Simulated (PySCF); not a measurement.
# Ru, Ru⁺: ionisation energy in aug-cc-pwCVTZ-DK plus 1 even-tempered diffuse shell per l

Wanted: the ionisation energy of ruthenium, up a ladder of methods.

Program: PySCF 2.14.0. Level of theory: unrestricted determinants in a Gaussian basis, no spin-orbit coupling in the energies. These are calculated values, not measurements, unless marked.

### 1 The system

```
Element                                   : ruthenium (Z = 44)
Basis                                     : aug-cc-pwCVTZ-DK with one added diffuse shell each of s, p, d, f, g type (12s11p9d5f4g, 161 functions)
Hamiltonian                               : scalar relativity by spin-free X2C-1e
State 1                                   : Ru: [Kr] 4d7 5s1, high-spin 5F determinant
State 2                                   : Ru⁺: [Kr] 4d7, high-spin 4F determinant
Methods                                   : UHF, LDA, PBE, PBE0, r2SCAN, MP2
Core shells frozen in the correlated runs : valence: [Kr]; valence and next inner shell: [Ar] 3d10 (for Ru)
```

The outer shells:

Ru [Kr] 4d7 5s1
```
[Kr] core
4d [↑↓][↑↓][↑ ][↑ ][↑ ]
5s [↑ ]
```

Ru+ [Kr] 4d7
```
[Kr] core
4d [↑↓][↑↓][↑ ][↑ ][↑ ]
```

One driver process ran all states and methods and kept the integrals in memory. Each run is shown as a PySCF script that sums up its settings (the driver passes frozen orbitals as a list and adds second-order terms of double hybrids); the logs are those of the runs themselves. The driver starts from symmetry-adapted Hartree-Fock orbitals, holds the occupation by maximum overlap and uses a logarithmic radial grid for functionals, so a plain start would take other cycles.

The driver's launch:

```console
OMP_NUM_THREADS=2 python atomrun2.py TASK.json OUT
```

The integrals over 161 functions and the set-up took 14 s of CPU time.

### 2 Ru, method by method

**UHF**

input.py

```python
from pyscf import gto, scf, dft, mp, cc
import basis_set_exchange as bse
mol = gto.M(atom="Ru 0 0 0", charge=0, spin=4, symmetry="D2h",
            basis=gto.basis.parse(bse.get_basis("aug-cc-pwCVTZ-DK", elements=["Ru"], fmt="nwchem", header=False, augment_diffuse=1)),
            nucmod="G")
mf = scf.UHF(mol).sfx2c1e()
mf.irrep_nelec = {'Ag': (9, 7), 'B1g': (2, 2), 'B2g': (2, 1), 'B3g': (2, 1), 'B1u': (3, 3), 'B2u': (3, 3), 'B3u': (3, 3)}
mf.kernel()
```

What it wrote:

```text
damping factor = 0
level_shift factor = 0
DIIS = <class 'pyscf.scf.diis.CDIIS'>
diis_start_cycle = 1
diis_space = 10
diis_damp = 0
SCF conv_tol = 1e-09
SCF conv_tol_grad = None
number electrons alpha = 24  beta = 20
cycle= 1 E= -4527.85762926187  delta_E= -0.00753  |g|= 0.0362  |ddm|= 0.0393
cycle= 2 E= -4527.85800894452  delta_E= -0.00038  |g|= 0.00936  |ddm|= 0.0105
cycle= 3 E= -4527.85804543543  delta_E= -3.65e-05  |g|= 0.0028  |ddm|= 0.00596
cycle= 4 E= -4527.85804839405  delta_E= -2.96e-06  |g|= 0.00105  |ddm|= 0.00181
cycle= 5 E= -4527.85805009226  delta_E= -1.7e-06  |g|= 0.000206  |ddm|= 0.00223
cycle= 6 E= -4527.85805014725  delta_E= -5.5e-08  |g|= 5.88e-05  |ddm|= 0.000405
cycle= 7 E= -4527.85805014998  delta_E= -2.73e-09  |g|= 1.09e-05  |ddm|= 9.1e-05
cycle= 8 E= -4527.8580501502  delta_E= -2.21e-10  |g|= 1.3e-06  |ddm|= 4.56e-05
converged SCF energy = -4527.8580501502  <S^2> = 6.004782  2S+1 = 5.0019124
```

It took 12 s on 2 threads of Neoverse-V1, shared host, the integrals not counted.

Orbital energies by shell (radii are means over both spins):

```csv
shell,electrons,mean orbital energy (eV),spread (eV),rms radius (bohr)
1s α,1,-22232.1,0,0.0384
1s β,1,-22232.1,0,0.0384
2s α,1,-3276.6,0,0.158
2s β,1,-3275.8,0,0.158
2p α,3,-2929.1,0,0.140
2p β,3,-2928.4,0,0.140
3s α,1,-611.28,0,0.428
3s β,1,-610.86,0,0.428
3p α,3,-493.82,0,0.432
3p β,3,-493.37,0,0.432
3d α,5,-304.85,0.270,0.418
3d β,5,-303.81,0.983,0.418
4s α,1,-95.861,0,1.09
4s β,1,-91.267,0,1.09
4p α,3,-61.206,0,1.22
4p β,3,-55.395,0,1.22
4d α,5,-11.470,1.064,1.83
4d β,2,-9.067,0,1.83
5s α,1,-6.478,0,3.83
```

⟨S²⟩ = 6.005, ⟨L²⟩ = 12.06.

Spin-orbit constants on these orbitals (cm⁻¹; bare nucleus, screened nucleus, mean field): 4d 1303, 1007, n/a. To first order in LS coupling the lowest level has J = 5 and lies 0.187 eV below the centre of the term.

**LDA**

input.py differs from the last one in:

```diff
@@ -5,3 +5,3 @@
             nucmod="G")
-mf = scf.UHF(mol).sfx2c1e()
+mf = dft.UKS(mol, xc="LDA,VWN").sfx2c1e()
 mf.irrep_nelec = {'Ag': (9, 7), 'B1g': (2, 2), 'B2g': (2, 1), 'B3g': (2, 1), 'B1u': (3, 3), 'B2u': (3, 3), 'B3u': (3, 3)}
```

What it wrote:

```text
damping factor = 0
level_shift factor = 0
DIIS = <class 'pyscf.scf.diis.CDIIS'>
diis_start_cycle = 1
diis_space = 10
diis_damp = 0
SCF conv_tol = 1e-09
SCF conv_tol_grad = None
number electrons alpha = 24  beta = 20
XC functionals = LDA,VWN
    P. A. M. Dirac.,  Math. Proc. Cambridge Philos. Soc. 26, 376 (1930)
    F. Bloch.,  Z. Phys. 57, 545 (1929)
    S. H. Vosko, L. Wilk, and M. Nusair.,  Can. J. Phys. 58, 1200 (1980)
cycle= 1 E= -4525.16125360105  delta_E= -0.0359  |g|= 0.121  |ddm|= 0.672
cycle= 2 E= -4525.15630045603  delta_E= 0.00495  |g|= 0.188  |ddm|= 0.181
cycle= 3 E= -4525.16369835011  delta_E= -0.0074  |g|= 0.0169  |ddm|= 0.106
cycle= 4 E= -4525.16375876377  delta_E= -6.04e-05  |g|= 0.000141  |ddm|= 0.00906
cycle= 5 E= -4525.16375876568  delta_E= -1.91e-09  |g|= 5.97e-05  |ddm|= 0.000292
cycle= 6 E= -4525.16375876698  delta_E= -1.3e-09  |g|= 2.05e-05  |ddm|= 6.47e-05
cycle= 7 E= -4525.16375876715  delta_E= -1.65e-10  |g|= 4.92e-07  |ddm|= 1.44e-05
converged SCF energy = -4525.16375876715  <S^2> = 6.0011113  2S+1 = 5.0004445
```

Time after the integrals: 2.8 s (2 threads of Neoverse-V1, shared host).

**PBE**

input.py differs from the last one in:

```diff
@@ -5,3 +5,3 @@
             nucmod="G")
-mf = dft.UKS(mol, xc="LDA,VWN").sfx2c1e()
+mf = dft.UKS(mol, xc="PBE").sfx2c1e()
 mf.irrep_nelec = {'Ag': (9, 7), 'B1g': (2, 2), 'B2g': (2, 1), 'B3g': (2, 1), 'B1u': (3, 3), 'B2u': (3, 3), 'B3u': (3, 3)}
```

What it wrote:

```text
damping factor = 0
level_shift factor = 0
DIIS = <class 'pyscf.scf.diis.CDIIS'>
diis_start_cycle = 1
diis_space = 10
diis_damp = 0
SCF conv_tol = 1e-09
SCF conv_tol_grad = None
number electrons alpha = 24  beta = 20
XC functionals = PBE
    J. P. Perdew, K. Burke, and M. Ernzerhof.,  Phys. Rev. Lett. 77, 3865 (1996)
    J. P. Perdew, K. Burke, and M. Ernzerhof.,  Phys. Rev. Lett. 78, 1396 (1997)
    J. P. Perdew, K. Burke, and M. Ernzerhof.,  Phys. Rev. Lett. 77, 3865 (1996)
    J. P. Perdew, K. Burke, and M. Ernzerhof.,  Phys. Rev. Lett. 78, 1396 (1997)
cycle= 1 E= -4529.82415693295  delta_E= -0.0246  |g|= 0.0764  |ddm|= 0.596
cycle= 2 E= -4529.82171993523  delta_E= 0.00244  |g|= 0.128  |ddm|= 0.121
cycle= 3 E= -4529.82541721642  delta_E= -0.0037  |g|= 0.00529  |ddm|= 0.0694
cycle= 4 E= -4529.82542142061  delta_E= -4.2e-06  |g|= 0.00108  |ddm|= 0.00502
cycle= 5 E= -4529.82542182603  delta_E= -4.05e-07  |g|= 0.000335  |ddm|= 0.00107
cycle= 6 E= -4529.82542186959  delta_E= -4.36e-08  |g|= 6.2e-06  |ddm|= 0.000266
cycle= 7 E= -4529.8254218696  delta_E= -1.36e-11  |g|= 3.04e-07  |ddm|= 6e-06
converged SCF energy = -4529.8254218696  <S^2> = 6.0013311  2S+1 = 5.0005324
```

It took 3.8 s on 2 threads of Neoverse-V1, shared host, the integrals not counted.

**PBE0**

input.py differs from the last one in:

```diff
@@ -5,3 +5,3 @@
             nucmod="G")
-mf = dft.UKS(mol, xc="PBE").sfx2c1e()
+mf = dft.UKS(mol, xc="PBE0").sfx2c1e()
 mf.irrep_nelec = {'Ag': (9, 7), 'B1g': (2, 2), 'B2g': (2, 1), 'B3g': (2, 1), 'B1u': (3, 3), 'B2u': (3, 3), 'B3u': (3, 3)}
```

What it wrote:

```text
damping factor = 0
level_shift factor = 0
DIIS = <class 'pyscf.scf.diis.CDIIS'>
diis_start_cycle = 1
diis_space = 10
diis_damp = 0
SCF conv_tol = 1e-09
SCF conv_tol_grad = None
number electrons alpha = 24  beta = 20
XC functionals = PBE0
    C. Adamo and V. Barone.,  J. Chem. Phys. 110, 6158 (1999)
    M. Ernzerhof and G. E. Scuseria.,  J. Chem. Phys. 110, 5029 (1999)
cycle= 1 E= -4529.88563176577  delta_E= -0.0151  |g|= 0.0302  |ddm|= 0.44
cycle= 2 E= -4529.88576408123  delta_E= -0.000132  |g|= 0.02  |ddm|= 0.0463
cycle= 3 E= -4529.88581131342  delta_E= -4.72e-05  |g|= 0.00771  |ddm|= 0.0131
cycle= 4 E= -4529.88582393012  delta_E= -1.26e-05  |g|= 0.000941  |ddm|= 0.00502
cycle= 5 E= -4529.88582433868  delta_E= -4.09e-07  |g|= 0.000233  |ddm|= 0.00135
cycle= 6 E= -4529.8858243595  delta_E= -2.08e-08  |g|= 3.49e-05  |ddm|= 0.000242
cycle= 7 E= -4529.88582436007  delta_E= -5.68e-10  |g|= 1.63e-06  |ddm|= 3.33e-05
converged SCF energy = -4529.88582436007  <S^2> = 6.0017879  2S+1 = 5.0007151
```

Time after the integrals: 7 s (2 threads of Neoverse-V1, shared host).

**r2SCAN**

input.py differs from the last one in:

```diff
@@ -5,3 +5,3 @@
             nucmod="G")
-mf = dft.UKS(mol, xc="PBE0").sfx2c1e()
+mf = dft.UKS(mol, xc="R2SCAN").sfx2c1e()
 mf.irrep_nelec = {'Ag': (9, 7), 'B1g': (2, 2), 'B2g': (2, 1), 'B3g': (2, 1), 'B1u': (3, 3), 'B2u': (3, 3), 'B3u': (3, 3)}
```

What it wrote:

```text
damping factor = 0
level_shift factor = 0
DIIS = <class 'pyscf.scf.diis.CDIIS'>
diis_start_cycle = 1
diis_space = 10
diis_damp = 0
SCF conv_tol = 1e-09
SCF conv_tol_grad = None
number electrons alpha = 24  beta = 20
XC functionals = R2SCAN
    J. W. Furness, A. D. Kaplan, J. Ning, J. P. Perdew, and J. Sun.,  J. Phys. Chem. Lett. 11, 8208-8215 (2020)
    J. W. Furness, A. D. Kaplan, J. Ning, J. P. Perdew, and J. Sun.,  J. Phys. Chem. Lett. 11, 9248-9248 (2020)
    J. W. Furness, A. D. Kaplan, J. Ning, J. P. Perdew, and J. Sun.,  J. Phys. Chem. Lett. 11, 8208-8215 (2020)
    J. W. Furness, A. D. Kaplan, J. Ning, J. P. Perdew, and J. Sun.,  J. Phys. Chem. Lett. 11, 9248-9248 (2020)
cycle= 1 E= -4530.20811967357  delta_E= -0.0176  |g|= 0.0524  |ddm|= 0.462
cycle= 2 E= -4530.20784886676  delta_E= 0.000271  |g|= 0.0671  |ddm|=  0.1
cycle= 3 E= -4530.20873533356  delta_E= -0.000886  |g|= 0.00893  |ddm|= 0.0381
cycle= 4 E= -4530.2087584739  delta_E= -2.31e-05  |g|= 0.000915  |ddm|= 0.0151
cycle= 5 E= -4530.20875931644  delta_E= -8.43e-07  |g|= 0.00035  |ddm|= 0.0064
cycle= 6 E= -4530.20875936499  delta_E= -4.85e-08  |g|= 7.62e-05  |ddm|= 0.000565
cycle= 7 E= -4530.2087593679  delta_E= -2.91e-09  |g|= 8.43e-06  |ddm|= 0.000128
cycle= 8 E= -4530.20875936822  delta_E= -3.26e-10  |g|= 3.21e-06  |ddm|= 8.36e-05
converged SCF energy = -4530.20875936822  <S^2> = 6.0025796  2S+1 = 5.0010317
```

It took 11 s on 2 threads of Neoverse-V1, shared host, the integrals not counted.

**MP2 (valence)**

input.py differs from the last one in:

```diff
@@ -5,4 +5,5 @@
             nucmod="G")
-mf = dft.UKS(mol, xc="R2SCAN").sfx2c1e()
+mf = scf.UHF(mol).sfx2c1e()
 mf.irrep_nelec = {'Ag': (9, 7), 'B1g': (2, 2), 'B2g': (2, 1), 'B3g': (2, 1), 'B1u': (3, 3), 'B2u': (3, 3), 'B3u': (3, 3)}
 mf.kernel()
+mp.UMP2(mf, frozen=18).kernel()
```

The driver printed no log here.

It took 2.3 s on 2 threads of Neoverse-V1, shared host, the integrals not counted.

With 8 electrons correlated, the MP2 correlation energy is -0.19983 hartree (-0.08787 same spin, -0.11197 opposite spin); the SCS form gives -0.16365. Largest pairs of shells: 4d-4d -0.1684, 4d-5s -0.0314, 5s-5s 0.0000.

**MP2 (valence and next inner shell)**

input.py differs from the last one in:

```diff
@@ -8,2 +8,2 @@
 mf.kernel()
-mp.UMP2(mf, frozen=18).kernel()
+mp.UMP2(mf, frozen=14).kernel()
```

No log was kept for this step.

It took 3.3 s on 2 threads of Neoverse-V1, shared host, the integrals not counted.

With 16 electrons correlated, the MP2 correlation energy is -0.54851 hartree (-0.17920 same spin, -0.36931 opposite spin); the SCS form gives -0.50290. Largest pairs of shells: 4p-4d -0.1900, 4d-4d -0.1684, 4p-4p -0.0753, 4s-4p -0.0371, 4d-5s -0.0314.

Radial density 4πr²ρ of Ru at UHF, without picture-change correction:

```csv
r (bohr),density,spin density
0.000739,0.883,0.000
0.00124,2.07,0.000
0.00209,4.71,0.000
0.00352,10.3,0.001
0.00591,20.8,0.001
0.00995,36.9,0.002
0.0167,52.7,0.002
0.0281,54.6,-0.001
0.0473,47.3,-0.004
0.0796,63.2,0.029
0.134,62.4,0.195
0.225,45.6,0.461
0.379,50.0,0.161
0.637,15.1,0.312
1.07,13.8,1.967
1.80,4.85,1.535
3.03,0.967,0.580
5.10,0.143,0.123
8.58,0.00484,0.005
```

(Part 1 of 2 ends here.)
